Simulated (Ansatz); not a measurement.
# In3Sb2As: the cost of one run

Computed with Ansatz 0.2.0 (DFT PBE, scalar-relativistic, plane waves, PAW, unless a step names another level, unless a step's input says otherwise).

4 further runs of the same task are left out: 3 that didn't finish, 1 set aside as unsound or not needed.

### 1 Starting point

It takes space group P1 (No. 1, triclinic). Conventional cell: a = 4.548 Å, b = 6.115 Å, c = 8.304 Å, α = 68.93°, β = 83.31°, γ = 75.81°. In (site symmetry 1) has 1 As at 2.77 Å and 2 Sb at 2.84 to 2.89 Å and 1 In at 2.84 Å as nearest neighbours. Around In (site symmetry 1) lie 1 In at 2.84 Å and 3 Sb at 2.86 to 2.88 Å. In (site symmetry 1) has 2 As at 2.75 to 2.76 Å and 2 Sb at 2.90 to 2.93 Å as nearest neighbours. Sb (site symmetry 1) is surrounded by 4 In at 2.84 to 2.90 Å. Around Sb (site symmetry 1) lie 1 As at 2.68 Å and 3 In at 2.86 to 2.93 Å. Around As (site symmetry 1) lie 1 Sb at 2.68 Å and 3 In at 2.75 to 2.77 Å.

Coordinates:

```
In Sb As
1.0
     4.54776   -0.00329   -0.00328
     1.50360    5.92739    0.01651
     0.97454    2.81129    7.75264
In Sb As
3 2 1
Cartesian
  5.1050 6.9020 7.7105
  5.7210 4.8654 5.8273
  1.3533 1.2722 2.3468
  2.8688 8.6465 7.7486
  3.4323 4.8925 4.0775
  3.6379 2.8285 2.3726
```

It came out lowest among 30 distinct ends of the trial cells. At a tolerance of 0.02 Å it has space group P1 (No. 1).

### 2 A stricter relaxation, on the response runs' mesh and smearing

File input.yaml:

```yaml
crystal:
  lattice:
    - [4.5477623911, -0.0032934001, -0.0032766304]
    - [1.5035966401, 5.9273902613, 0.0165102418]
    - [0.9745366709, 2.811293659, 7.7526435082]
  atoms:
    - { symbol: In, position: [0.6803313402, 0.69365295, 0.9933689194] }
    - { symbol: In, position: [0.9432589842, 0.4651382133, 0.7510654045] }
    - { symbol: In, position: [0.2091744782, 0.0711958989, 0.3026483958] }
    - { symbol: Sb, position: [0.0911803921, 0.9857192093, 0.997420824] }
    - { symbol: Sb, position: [0.45157691, 0.5766930813, 0.5249066376] }
    - { symbol: As, position: [0.6244778553, 0.332601637, 0.3055888287] }
basis:
  ecutwfc: 420
kpoints:
  mp_grid: { grid: [8, 6, 6] }
hamiltonian:
  xc: pbe
scf:
  occupations: { method: gaussian, width: 0.02 }
output:
  forces: true
  stress: true
  eigenvalues: true
relax:
  adjacent_minimum: "off"
  f_tol: 0.001
  max_steps: 60
  cell: { stress_tol: 0.01 }
```

Run with:

```console
$ ansatz run input.yaml --threads 3 --pin off --max-ram 7680MiB --backend cpu --events-out ev --progress --plain --runs-dir out
```

**Question.** How long does this run take on 3 threads of Arm Neoverse V1, shared host, and how much memory does it need?

About 5.5 min, with a peak of 1.4 GiB.
